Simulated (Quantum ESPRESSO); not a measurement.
# Ti3Se (P-6m2) in Quantum ESPRESSO: further runs, part 2 of 2

Quantum ESPRESSO 7.5.

## Step 3: Band structure, r2SCAN

Contents of pw.in:

```
&CONTROL
  calculation = 'scf'
  prefix = 'pwscf'
  outdir = './tmp'
  pseudo_dir = './pseudo'
  tprnfor = .true.
  tstress = .true.
  disk_io = 'low'
/
&SYSTEM
  ibrav = 0
  celldm(1) = 8
  nat = 4
  ntyp = 2
  ecutwfc = 70
  nbnd = 30
  input_dft = 'r2scan'
  occupations = 'smearing'
  smearing = 'fd'
  degauss = 0.00367493
  nosym = .true.
/
&ELECTRONS
  conv_thr = 1d-08
  electron_maxstep = 120
  mixing_beta = 0.5
/
ATOMIC_SPECIES
Se    78.9710 Se_ONCV_PBE-1.2.upf
Ti    47.8670 Ti_ONCV_PBE-1.2.upf
CELL_PARAMETERS alat
  0.7552870600153   0.0000000000000   0.0000000000000
 -0.3776435300076   0.6540977811277   0.0000000000000
  0.0000000000000   0.0000000000000   1.8762015909676
ATOMIC_POSITIONS crystal
Se     0.0000000000    0.0000000000    0.0000000000
Ti     0.6666666667    0.3333333333    0.5000000000
Ti     0.3333333333    0.6666666667    0.7729020000
Ti     0.3333333333    0.6666666667    0.2270980000
K_POINTS automatic
8 8 3 0 0 0
```

Contents of bands.in:

```
&CONTROL
  calculation = 'bands'
  prefix = 'pwscf'
  outdir = './tmp'
  pseudo_dir = './pseudo'
  disk_io = 'low'
  verbosity = 'high'
/
&SYSTEM
  ibrav = 0
  celldm(1) = 8
  nat = 4
  ntyp = 2
  ecutwfc = 70
  nbnd = 30
  input_dft = 'r2scan'
  occupations = 'smearing'
  smearing = 'fd'
  degauss = 0.00367493
  nosym = .true.
/
&ELECTRONS
  conv_thr = 1d-08
  electron_maxstep = 120
  mixing_beta = 0.5
  diago_full_acc = .true.
  startingwfc = 'random'
/
ATOMIC_SPECIES
Se    78.9710 Se_ONCV_PBE-1.2.upf
Ti    47.8670 Ti_ONCV_PBE-1.2.upf
CELL_PARAMETERS alat
  0.7552870600153   0.0000000000000   0.0000000000000
 -0.3776435300076   0.6540977811277   0.0000000000000
  0.0000000000000   0.0000000000000   1.8762015909676
ATOMIC_POSITIONS crystal
Se     0.0000000000    0.0000000000    0.0000000000
Ti     0.6666666667    0.3333333333    0.5000000000
Ti     0.3333333333    0.6666666667    0.7729020000
Ti     0.3333333333    0.6666666667    0.2270980000
K_POINTS crystal
60
 0.0000000000  0.0000000000  0.0000000000 1
 0.0625000000  0.0000000000  0.0000000000 1
 0.1250000000  0.0000000000  0.0000000000 1
 0.1875000000  0.0000000000  0.0000000000 1
 0.2500000000  0.0000000000  0.0000000000 1
 0.3125000000  0.0000000000  0.0000000000 1
 0.3750000000  0.0000000000  0.0000000000 1
 0.4375000000  0.0000000000  0.0000000000 1
 0.5000000000  0.0000000000  0.0000000000 1
 0.4583333333  0.0833333333  0.0000000000 1
 0.4166666667  0.1666666667  0.0000000000 1
 0.3750000000  0.2500000000  0.0000000000 1
 0.3333333333  0.3333333333  0.0000000000 1
 0.3000000000  0.3000000000  0.0000000000 1
 0.2666666667  0.2666666667  0.0000000000 1
 0.2333333333  0.2333333333  0.0000000000 1
 0.2000000000  0.2000000000  0.0000000000 1
 0.1666666667  0.1666666667  0.0000000000 1
 0.1333333333  0.1333333333  0.0000000000 1
 0.1000000000  0.1000000000  0.0000000000 1
 0.0666666667  0.0666666667  0.0000000000 1
 0.0333333333  0.0333333333  0.0000000000 1
 0.0000000000  0.0000000000  0.0000000000 1
 0.0000000000  0.0000000000  0.1666666667 1
 0.0000000000  0.0000000000  0.3333333333 1
 0.0000000000  0.0000000000  0.5000000000 1
 0.0555555556  0.0000000000  0.5000000000 1
 0.1111111111  0.0000000000  0.5000000000 1
 0.1666666667  0.0000000000  0.5000000000 1
 0.2222222222  0.0000000000  0.5000000000 1
 0.2777777778  0.0000000000  0.5000000000 1
 0.3333333333  0.0000000000  0.5000000000 1
 0.3888888889  0.0000000000  0.5000000000 1
 0.4444444444  0.0000000000  0.5000000000 1
 0.5000000000  0.0000000000  0.5000000000 1
 0.4666666667  0.0666666667  0.5000000000 1
 0.4333333333  0.1333333333  0.5000000000 1
 0.4000000000  0.2000000000  0.5000000000 1
 0.3666666667  0.2666666667  0.5000000000 1
 0.3333333333  0.3333333333  0.5000000000 1
 0.3055555556  0.3055555556  0.5000000000 1
 0.2777777778  0.2777777778  0.5000000000 1
 0.2500000000  0.2500000000  0.5000000000 1
 0.2222222222  0.2222222222  0.5000000000 1
 0.1944444444  0.1944444444  0.5000000000 1
 0.1666666667  0.1666666667  0.5000000000 1
 0.1388888889  0.1388888889  0.5000000000 1
 0.1111111111  0.1111111111  0.5000000000 1
 0.0833333333  0.0833333333  0.5000000000 1
 0.0555555556  0.0555555556  0.5000000000 1
 0.0277777778  0.0277777778  0.5000000000 1
 0.0000000000  0.0000000000  0.5000000000 1
 0.5000000000  0.0000000000  0.5000000000 1
 0.5000000000  0.0000000000  0.3333333333 1
 0.5000000000  0.0000000000  0.1666666667 1
 0.5000000000  0.0000000000  0.0000000000 1
 0.3333333333  0.3333333333  0.0000000000 1
 0.3333333333  0.3333333333  0.1666666667 1
 0.3333333333  0.3333333333  0.3333333333 1
 0.3333333333  0.3333333333  0.5000000000 1
```

Potentials or basis: SG15 PBE 1.2.

Run with:

```sh
OMP_NUM_THREADS=1 mpirun -n 2 pw.x -nk 2 -in pw.in > pw.out
OMP_NUM_THREADS=1 mpirun -n 2 pw.x -nk 2 -in bands.in > bands.out
```

pw.out:

```text
This program is part of the open-source Quantum ESPRESSO suite
     for quantum simulation of materials; please cite
         "P. Giannozzi et al., J. Phys.:Condens. Matter 21 395502 (2009);
         "P. Giannozzi et al., J. Phys.:Condens. Matter 29 465901 (2017);
         "P. Giannozzi et al., J. Chem. Phys. 152 154105 (2020);
     in publications or presentations arising from this work. More details at

     IMPORTANT: XC functional enforced from input :
     Exchange-correlation= R2SCAN
                           (   0   0   0   0   0 497 498)
     Any further DFT definition will be discarded
     Please, verify this is what you really want

     K-points division:     npool     =       2
     Subspace diagonalization in iterative solution of the eigenvalue problem:
     a serial algorithm will be used

     G-vector sticks info
     --------------------
     sticks:   dense  smooth     PW     G-vecs:    dense   smooth      PW
     Sum         703     703    223                37537    37537    6675

     Using Slab Decomposition

     bravais-lattice index     =            0
     lattice parameter (alat)  =       8.0000  a.u.
     unit-cell volume          =     474.5743 (a.u.)^3
[... 962 lines left out ...]
   -22.1538 -21.9609 -21.9195 -21.8700  -1.6899   6.3035   7.6027   8.0583
    10.5213  11.2991  11.6345  11.6815  12.3515  12.9096  13.1590  14.0376
    14.4753  15.1119  15.1971  15.7077  15.8066  15.9740

          k =-0.6620 0.0000-0.1777 (  4701 PWs)   bands (ev):

   -47.1423 -47.1406 -46.9493 -22.3655 -22.3304 -22.2707 -22.2396 -22.1634
   -22.1538 -21.9609 -21.9195 -21.8700  -1.6899   6.3035   7.6027   8.0583
    10.5213  11.2991  11.6345  11.6815  12.3515  12.9096  13.1590  14.0376
    14.4753  15.1119  15.1971  15.7077  15.8066  15.9740
[... 10 lines left out ...]
   -47.1423 -47.1406 -46.9493 -22.3729 -22.3432 -22.2825 -22.2540 -22.1451
   -22.1233 -21.9735 -21.9022 -21.8759  -1.6685   5.6958   7.6018   9.0464
    10.5183  11.1743  11.3782  11.7372  12.1839  13.0702  13.4333  14.1056
    14.4799  15.1678  15.4092  15.6527  15.8390  16.0389

          k =-0.6620 0.1911-0.1777 (  4701 PWs)   bands (ev):

   -47.1423 -47.1406 -46.9493 -22.3729 -22.3432 -22.2825 -22.2540 -22.1451
   -22.1233 -21.9735 -21.9022 -21.8759  -1.6685   5.6958   7.6018   9.0464
    10.5183  11.1743  11.3782  11.7372  12.1839  13.0702  13.4333  14.1056
    14.4799  15.1678  15.4092  15.6527  15.8390  16.0389
[... 10 lines left out ...]
   -47.1423 -47.1406 -46.9493 -22.3799 -22.3564 -22.2882 -22.2655 -22.1297
   -22.0977 -21.9824 -21.8893 -21.8825  -1.6467   5.3111   7.6005   9.9677
    10.5303  11.0324  11.1783  11.6975  12.0041  13.4369  13.4617  14.0791
    14.3852  15.5444  15.5832  15.6534  15.9211  16.1068

     the Fermi energy is    12.8750 ev

!    total energy              =    -365.26450676 Ry
     estimated scf accuracy    <          1.8E-09 Ry
     smearing contrib. (-TS)   =      -0.00185478 Ry
     internal energy E=F+TS    =    -365.26265198 Ry

     The total energy is F=E-TS. E is the sum of the following terms:
     one-electron contribution =    -130.60777024 Ry
     hartree contribution      =      78.17480936 Ry
     xc contribution           =     -47.15965294 Ry
     ewald contribution        =    -265.67003817 Ry

     convergence has been achieved in  20 iterations

     Forces acting on atoms (cartesian axes, Ry/au):

     atom    1 type  1   force =     0.00000000   -0.00000005   -0.00000280
     atom    2 type  2   force =    -0.00000001    0.00000006    0.00000262
     atom    3 type  2   force =     0.00000001    0.00000001    0.00311684
     atom    4 type  2   force =    -0.00000000   -0.00000002   -0.00311666

     Total force =     0.004408     Total SCF correction =     0.000129

     Computing stress (Cartesian axis) and pressure

          total   stress  (Ry/bohr**3)                   (kbar)     P=       -5.18
  -0.00003436  -0.00000000   0.00000000           -5.05       -0.00        0.00
  -0.00000000  -0.00003436   0.00000000           -0.00       -5.05        0.00
   0.00000000   0.00000000  -0.00003688            0.00        0.00       -5.42

=------------------------------------------------------------------------------=
   JOB DONE.
=------------------------------------------------------------------------------=
```

Run time: 16 min. Hardware: 2 MPI ranks of Arm Neoverse V2, shared host; peak memory 0.42 GiB.

What came out:

- Free energy: -4969.6768 eV
- Pressure: -0.5 GPa
- Largest force: 0.080 eV/Å
- Band gap on the k mesh: none (metal or under the smearing width)

Forces on the atoms (eV/Å):
```
Se   0.000  0.000  0.000
Ti   0.000  0.000  0.000
Ti   0.000  0.000  0.080
Ti   0.000  0.000 -0.080
```

Levels at the corners of the path, in eV from the Fermi level:
```
point  band 18  band 19  band 20  band 21  band 22  band 23  band 24  band 25
    Γ    -1.55    -0.47     0.17     0.17     0.36     0.36     0.86     1.15
    M    -1.95    -1.77    -1.00    -0.66     0.25     0.76     0.88     2.42
    K    -1.56    -1.46    -1.03    -0.45    -0.34     0.09     1.72     2.00
    Γ    -1.55    -0.47     0.17     0.17     0.36     0.36     0.86     1.15
    A    -1.62    -0.79     0.45     0.45     0.47     0.63     0.63     1.10
    L    -1.75    -1.74    -1.17    -1.01     0.54     0.91     1.08     1.27
    H    -1.52    -1.43    -1.29    -0.33    -0.15    -0.04     1.43     1.90
    A    -1.62    -0.79     0.45     0.45     0.47     0.63     0.63     1.10
    L    -1.75    -1.74    -1.17    -1.01     0.54     0.91     1.08     1.27
    M    -1.95    -1.77    -1.00    -0.66     0.25     0.76     0.88     2.42
    K    -1.56    -1.46    -1.03    -0.45    -0.34     0.09     1.72     2.00
    H    -1.52    -1.43    -1.29    -0.33    -0.15    -0.04     1.43     1.90
```

Caveat: the k mesh is coarse; the potentials were made for another functional, which shifts forces and pressure; some levels on the path didn't converge.

## Step 4: The reference run

An earlier run on the cell as given: functional PBEsol; potentials or basis GBRV 1.5 PBEsol; cutoff 612 eV; density cutoff 4898 eV; k mesh 10 × 10 × 4; occupations fermi-dirac, width 0.05 eV; no spin polarisation.

- Pressure: -4.5 GPa
- Largest force: 0.094 eV/Å
- Band gap on the k mesh: none (metal or under the smearing width)

## Step 5: Overview

| task | level | potentials or basis | k mesh | cutoff (eV) | form of the LDA correlation | SCF threshold | symmetry | gap on the mesh (eV) | pressure (GPa) | largest force (eV/Å) |
| --- | --- | --- | --- | --- | --- | --- | --- | --- | --- | --- |
| band structure | LDA | GBRV 1.5 LDA | 10 × 10 × 4 | 612 | PZ81 | 8e-10 Ry | - | none | -7.9 | 0.10 |
| band structure | r2SCAN | SG15 PBE 1.2 | 8 × 8 × 3 | 952 | - | 1e-08 Ry | off | none | -0.5 | 0.08 |
| single point | PBEsol | GBRV 1.5 PBEsol | 10 × 10 × 4 | 612 | - | 8e-10 Ry | - | none | -4.5 | 0.09 |

Alike in all rows: no spin polarisation; cell as given; smearing fermi-dirac 0.05 eV.

Caveats: some levels on the path didn't converge (some runs); the potentials were made for another functional, which shifts forces and pressure (some runs).

Total energies depend on the potentials used, so only differences within one code and one set of settings carry meaning.
